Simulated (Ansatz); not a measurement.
Here is an Ansatz 0.2.0 calculation.

The input input.yaml:

```yaml
crystal:
  lattice:
    - [3.0322239879, 0.0, 0.0]
    - [-1.516111994, 2.6259830035, 0.0]
    - [0.0, 0.0, 7.524137]
  atoms:
    - { symbol: Ta, position: [0.6666666667, 0.3333333333, 0.82607] }
    - { symbol: Ta, position: [0.3333333333, 0.6666666667, 0.17393] }
    - { symbol: Ta, position: [0.0, 0.0, 0.5] }
    - { symbol: "N", position: [0.0, 0.0, 0.0] }
kpoints:
  mp_grid: { grid: [10, 10, 4] }
  band_path:
    path:
      - [0.0, 0.0, 0.0]
      - [0.5, 0.0, 0.0]
      - [0.3333333333, 0.3333333333, 0.0]
      - [0.0, 0.0, 0.0]
      - [0.0, 0.0, 0.5]
      - [0.5, 0.0, 0.5]
      - [0.3333333333, 0.3333333333, 0.5]
      - [0.0, 0.0, 0.5]
    npoints: 10
scf:
  occupations: { method: fermi_dirac, width: 0.05 }
hamiltonian:
  xc: pbe
  pseudopotentials: { kind: all_electron, lapw: { basis_error: 0.002 } }
output:
  forces: true
  stress: true
  eigenvalues: true
```

Potentials or basis: all-electron LAPW, scalar-relativistic.

The run is started by

```bash
$ ansatz run input.yaml --threads 2 --pin off --max-ram 8192MiB --backend cpu --events-out ev --progress --plain --runs-dir out
```

(1) Estimate the band gap along the path.

(2) What does it give for the largest force?

(3) What does it give for the pressure?

Answers

(1) none (metal or under the smearing width).

(2) 0.130 eV/Å.

(3) -0.6 GPa.

Caveat: spin-orbit coupling is left out, which moves the levels of the heavy elements.
